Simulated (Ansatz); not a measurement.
Sheet: V, a sheet with vacuum.

```
V
1.0
     2.29552    0.00000    0.00000
     0.00000    2.29552    0.00000
     0.00000    0.00000   23.80000
V
1
Direct
  0.50000 0.50000 0.29412
```

The cell was built by a generator and needn't be a form met in nature.

Below is the output of Ansatz 0.2.0 for this cell. Logs are shortened: lines on timing, memory, paths and dates and some standing lists are left out, and cuts for length are marked.

```text
Warning: RAYON_NUM_THREADS=2 ignored (pool sized by the plan → 2); use --threads N
LAPW: plane waves up to 9.186 Å⁻¹, error target 2.0e-3 eV per atom; small_component_spin mean_spin; V in spheres of 1.148 Å, 19 of its electrons in bands, Dirac shells [] (how accurate: hamiltonian.pseudopotentials.lapw.basis_error, Limitations)
Engine: ansatz 0.2.0, x86_64-unknown-linux-gnu
Pseudopotentials: kind: all_electron
Pseudopotential: V, LAPW, valence charge 19, lapw/all_electron/scalar/gaussian/V, Koelling and Harmon's equation, gaussian nucleus
Functional definition: PBE
  parameter kappa = 0.804
  parameter beta = 0.06672455060314922
  exchange = pbe_x(kappa = kappa, mu = beta*pi^2/3)
  correlation = pbe_c(beta = beta)
Crystal: 1 atoms, lattice volume = 125.412 Å³
Basis set: ecut = 321.4998933234119 eV, 1673 PW (Γ), exchange–correlation at level 2
Bands: 15, of which v1, the nominal top of the filled ones, is band 10 counted from 1 (9 counted from 0)
Symmetry: 16 space group operations
Space group: P4/mmm (ITA 123), of the structure as read, at distance tolerance 5.0e-5 Å
Magnetic group: BNS 123.339 (UNI 999), of the structure as read, at distance tolerance 5.0e-5 Å
k-points: 21 of 121
Non-local potential: V, projectors of the file, none
Initial density: superposition of atomic densities (neutral atoms: chi_scale 0, normalization atom)
Starting moments: Σ|m| = 2 μB on 1 of 1 site
Initial wavefunctions: plane waves of lowest kinetic energy (no species holds an atomic orbital)
Functional: x = pbe(κ = 0.804, μ = 0.2195149727645171), c = pbe(β = 0.06672455060314922)
[... 20 lines left out ...]
SCF converged after 13 iterations
Magnetization: -0.0000 μB (9.5000 up, 9.5000 down)
Absolute magnetization: 0.0000 μB (∫|ρ↑−ρ↓|)
Spin contamination: 0.0000 ħ² per cell (⟨S²⟩ above its minimum at these occupations)
Per-site moments (μB) at R_I (Å): [(-5.3004810016688e-6, 1.1477599828970377)]
Free energy (F): -25829.922074 eV
Harris-Foulkes:  -25829.922074 eV  (|F-HF|=1.75e-10)
Internal energy: -25829.907350 eV  (E = F + TS)
E sigma→0 (E₀):  -25829.914712 eV
Entropy (-TS):   -0.014724 eV (-14.724 meV/atom)
Fermi energy:    -5.034830 eV
--- Per-component energies (eV) ---
  E_band       = -3434.660357
  E_kinetic    = 26104.543478
  E_xc         = -1235.950992
  E_electrostatic = -50698.499837  (all electrons and nuclei)
  E_smearing   = -0.014724  (= −TS)
  E_closure    = 0.000000  (closes the sum)
  E_atoms      = -25823.683572  (free atoms, spherical and without spin; not in F)
  Σ components = -25829.922074   (vs F -25829.922074, Δ=0.00e0)
  Basis errors (estimates in eV, not in F): energy 9.8e-4 per atom: plane waves 8.6e-4 (5.4e-4 summed), levels above the bands 8.8e-45, relativity 7.7e-8, radial functions 1.2e-4, core shells 3.2e-7; eigenvalues (radial functions only) 2.4e-6; not estimated: angular momenta, meshes, grids; target (lapw.basis_error) 2.0e-3; muffin-tin radii V 1.148 Å
--- Forces (eV/Å), atoms counted from 1 ---
  atom   1  V     -0.00000000    -0.00000000     0.00000000
  max |Σ_I F_I| component: 7.10e-30 eV/Å
--- 2D stress c σ (N/m, compression-positive) ---
       -0.201298       0.000000       0.000000
        0.000000      -0.201298       0.000000
        0.000000       0.000000       0.000000
  P = ½ c Tr σ = -0.2013 N/m
--- Band table (eV; the first three rows and the last of 42) ---
  k-point 0 ↑: bands = ["-501.5124", "-501.4807", "-501.4807", "-69.0472", "-42.8578", "-41.8975", "-41.8975", "-9.4661", "-7.4883", "-6.0698", "-4.7611", "-2.1270", "-2.1270", "-0.7630", "-0.4490"]
  k-point 1 ↑: bands = ["-501.5124", "-501.4807", "-501.4807", "-69.0230", "-42.8403", "-42.0427", "-41.8850", "-9.1610", "-7.2672", "-5.9171", "-4.8706", "-2.1517", "-2.0962", "-0.9849", "-0.2273"]
  k-point 2 ↑: bands = ["-501.5124", "-501.4807", "-501.4807", "-68.9578", "-42.7931", "-42.4239", "-41.8514", "-8.4079", "-6.5927", "-5.4401", "-5.3002", "-2.0127", "-1.8707", "-1.5483", "0.4355"]
  k-point 20 ↓: bands = ["-501.5124", "-501.4807", "-501.4807", "-68.4513", "-43.3195", "-43.3153", "-42.4413", "-8.7008", "-5.4323", "-5.3492", "-2.5614", "0.3823", "4.4842", "5.7929", "7.5395"]
  the weakly bound empty levels are not read free of the cell's end (augmented_plane_waves)
```

Question: What input gives this log?

Answer: Work function with PBE, collinear spin, ferromagnetic start. The files as run (others can give the same):

input.yaml
```yaml
crystal:
  lattice:
    - [2.29552, 0.0, 0.0]
    - [0.0, 2.29552, 0.0]
    - [0.0, 0.0, 23.8]
  atoms:
    - { symbol: V, position: [0.5, 0.5, 0.29412], spin: 2.0 }
  periodic: [true, true, false]
kpoints:
  mp_grid: { grid: [11, 11, 1] }
scf:
  occupations: { method: fermi_dirac, width: 0.05 }
hamiltonian:
  xc: pbe
  pseudopotentials: { kind: all_electron, lapw: { basis_error: 0.002 } }
magnetization:
  spin_polarized: true
output:
  forces: true
  stress: true
  eigenvalues: true
```

Potentials or basis: all-electron LAPW, scalar-relativistic.
Run with:
```sh
$ ansatz run input.yaml --threads 2 --pin off --max-ram 8192MiB --backend cpu --events-out ev --progress --plain --runs-dir out
```

Caveat: the starting moments weren't kept.
